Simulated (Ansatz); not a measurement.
# H10C2S: the cost of one run

Program: Ansatz 0.2.0. Level of theory: DFT LDA, plane waves, PAW, scalar-relativistic, no spin polarisation. These are calculated values, not measurements.

**1. The starting structure**

The cell holds 39 atoms (C6H30S3): a = 8.233 Å, b = 8.233 Å, c = 8.233 Å, α = 90.00°, β = 90.00°, γ = 90.00°.

The coordinates stand in the first input below.

**2. Relaxing the start**

input.yaml reads:

```yaml
accuracy: low
crystal:
  lattice:
    - [8.232746, 0.0, 0.0]
    - [0.0, 8.232746, 0.0]
    - [0.0, 0.0, 8.232746]
  atoms:
    - { symbol: S, position: [0.9593984, 0.0987479, 0.2074837] }
    - { symbol: H, position: [0.9353066, 0.1911072, 0.0757247] }
    - { symbol: H, position: [0.9401629, -0.0402923, 0.1252101] }
    - { symbol: S, position: [0.6948528, 0.5862919, 0.20535] }
    - { symbol: H, position: [0.7668796, 0.4528948, 0.1462867] }
    - { symbol: H, position: [0.8080342, 0.6859623, 0.1443017] }
    - { symbol: S, position: [0.6795623, 0.4075145, 0.6187572] }
    - { symbol: H, position: [0.7201151, 0.3376926, 0.4775075] }
    - { symbol: H, position: [0.5323551, 0.3382828, 0.6216045] }
    - { symbol: C, position: [0.3206457, 0.0409318, 0.0092039] }
    - { symbol: H, position: [0.4391934, 0.0747773, 0.057364] }
    - { symbol: H, position: [0.2799631, -0.0710733, 0.066808] }
    - { symbol: H, position: [0.3297645, 0.0225102, -0.1215476] }
    - { symbol: H, position: [0.233662, 0.137513, 0.0341912] }
    - { symbol: C, position: [0.6491365, 0.9084567, 0.5957029] }
    - { symbol: H, position: [0.6986506, 1.0311003, 0.5906653] }
    - { symbol: H, position: [0.5454133, 0.9060945, 0.6778878] }
    - { symbol: H, position: [0.742114, 0.825109, 0.6395984] }
    - { symbol: H, position: [0.6103682, 0.8715231, 0.4746599] }
    - { symbol: C, position: [0.2422576, 0.6123924, 0.2488341] }
    - { symbol: H, position: [0.3307034, 0.5140357, 0.2535019] }
    - { symbol: H, position: [0.1988118, 0.6384974, 0.371102] }
    - { symbol: H, position: [0.1402742, 0.5764339, 0.1725136] }
    - { symbol: H, position: [0.2992413, 0.7206025, 0.1982189] }
    - { symbol: C, position: [0.1987225, 0.0039626, 0.4809035] }
    - { symbol: H, position: [0.329026, -0.0189504, 0.4847054] }
    - { symbol: H, position: [0.1749235, 0.1112311, 0.4071096] }
    - { symbol: H, position: [0.1538651, 0.0241085, 0.6037872] }
    - { symbol: H, position: [0.1370754, -0.1005389, 0.4280117] }
    - { symbol: C, position: [0.9638565, 0.716704, 0.7719349] }
    - { symbol: H, position: [0.9466521, 0.8294854, 0.7048319] }
    - { symbol: H, position: [0.8757379, 0.7101144, 0.870475] }
    - { symbol: H, position: [1.0863413, 0.7133901, 0.8219844] }
    - { symbol: H, position: [0.9466947, 0.6138259, 0.6904485] }
    - { symbol: C, position: [0.0641011, 0.2889312, 0.6257558] }
    - { symbol: H, position: [0.0126498, 0.408229, 0.6510395] }
    - { symbol: H, position: [0.1673529, 0.2675574, 0.7057602] }
    - { symbol: H, position: [0.1041863, 0.283984, 0.4997115] }
    - { symbol: H, position: [-0.0277845, 0.1959544, 0.6465121] }
basis:
  ecutwfc: 420.0
kpoints:
  mp_grid: { grid: [1, 1, 1] }
hamiltonian:
  xc: lda
scf:
  occupations: { method: fermi_dirac, width: 0.05 }
  lower_state_search: "off"
relax:
  f_tol: 0.3
  max_steps: 15
  adjacent_minimum: "off"
```

Run with:

```bash
$ ansatz run input.yaml --threads 1 --pin off --max-ram 3072MiB --backend cpu --events-out ev --progress --plain --runs-dir out
```

What time and memory should one allow on 1 thread of Arm Neoverse V1, shared host?

About 4.7 s, with a peak of 0.43 GiB.
